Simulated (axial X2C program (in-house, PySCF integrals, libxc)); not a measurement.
# PdSr: properties at the nuclei

Wanted for PdSr: properties at the nuclei, at the two-component level.

Computed with an in-house X2C program for linear molecules on PySCF integrals. Level: two-component X2C with atomic mean-field terms, Pd dyall-cv3z, Sr dyall-cv3z.

All values are calculated.

## (1) The job

File task.json:

```json
{"zs": [46, 38], "q": 0, "bas": ["dyall-cv3z", "dyall-cv3z"], "r0": 3.05, "levels": ["PBE0", "HF", "LDA", "PBE50", "BHandHLYP"], "nst": 3}
```

Keys: zs atomic numbers; q charge; bas basis sets; r0 starting distance in Å; levels methods (HF also brings MP2); nst determinants followed.

Run with:

```sh
$ python soeom.py task.json out
```

Further steps of the session: Expectation values, lowest determinant; Expectation values, a higher determinant; Expectation values, a higher determinant.

**Question.** What will these runs give? Wanted: lowest state; qzz Pd; qzz Sr; μ; higher state; Eeff magnitude; Ws magnitude Pd; A∥/gI Pd; qzz Pd.

**Answer**, as computed:

| quantity | value |
| --- | --- |
| lowest state | Ω = 0 (closed shell) |
| qzz Pd (a.u.), PBE0 | 1.23 |
| qzz Sr (a.u.), PBE0 | 0.17 |
| μ (D), PBE0 | 4.06 |
| higher state | Ω = 1 (unpaired: 2 × ω = 1/2) |
| Eeff magnitude (GV/cm), PBE0, higher state | 1.69 |
| Ws magnitude Pd (kHz), PBE0, higher state | 0.52 |
| A∥/gI Pd (MHz), PBE0, higher state | 3270 |
| qzz Pd (a.u.), PBE0, higher state | 1.24 |
| higher state | Ω = 2 (unpaired: ω = 1/2, ω = 3/2) |
| Eeff magnitude (GV/cm), PBE0, higher state | 1.38 |
| Ws magnitude Pd (kHz), PBE0, higher state | 0.62 |
| A∥/gI Pd (MHz), PBE0, higher state | 959 |
| qzz Pd (a.u.), PBE0, higher state | 1.69 |

**Reading.** The expectation values come from single determinants. Eeff is the effective electric field on the electron dipole moment in this Ω state and Ws the scalar–pseudoscalar constant (defined with the proton number Z and per Ω); A∥ is the parallel hyperfine constant, which follows by multiplying with the nuclear g factor gI = μI/(I μN); qzz is the electric field gradient, eQq0 = 234.96 MHz × Q/barn × qzz; μ is positive if Sr is the positive end. The operators were transformed with the bare-nucleus X2C matrices.
